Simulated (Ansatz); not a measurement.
The system is SbAs.

```
CELL_PARAMETERS angstrom
2.03271 1.17359 3.71659
-2.03271 1.17359 3.71659
0.00000 -2.34718 3.71659
ATOMIC_POSITIONS crystal
Sb 0.77090 0.77090 0.77090
As 0.22910 0.22910 0.22910
```

The cell is a database's computed one.

```yaml
Program: Ansatz 0.2.0
Task: relaxation of cell and atoms
Functional: revPBE
Dispersion: D3(BJ)
Potentials_or_basis: all-electron LAPW, scalar-relativistic
Basis_error_allowed: 0.001 eV/atom
k_mesh: 8 × 8 × 8
Occupations: fermi-dirac, width 0.05 eV
Spin: no spin polarisation
```

At the start: volume 26.60 Å³/atom.

Problem. Where does the relaxation end?

Solution. Over 6 steps the energy falls by 35.5 meV/atom and the volume is 24.19 Å³/atom (-9.1 %); space group R3m (No. 160, to 0.05 Å).

Step by step:
| step | energy change (eV) | largest force (eV/Å) | volume (Å³) |
| --- | --- | --- | --- |
| 1 | 0.0000 | 0.1838 | 53.20 |
| 2 | -0.0530 | 0.0782 | 47.33 |
| 3 | -0.0682 | 0.0072 | 48.51 |
| 4 | -0.0707 | 0.0035 | 48.31 |
| 5 | -0.0708 | 0.0028 | 48.38 |
| 6 | -0.0709 | 0.0029 | 48.38 |

Final structure:
```cif
data_structure
_symmetry_space_group_name_H-M 'P 1'
_symmetry_Int_Tables_number 1
_cell_length_a 4.1478
_cell_length_b 4.1478
_cell_length_c 4.1478
_cell_angle_alpha 58.201
_cell_angle_beta 58.201
_cell_angle_gamma 58.201
_cell_volume 48.38
loop_
_atom_site_label
_atom_site_type_symbol
_atom_site_fract_x
_atom_site_fract_y
_atom_site_fract_z
_atom_site_occupancy
Sb1 Sb 0.76441 0.76441 0.76441 1
As1 As 0.23559 0.23559 0.23559 1
```
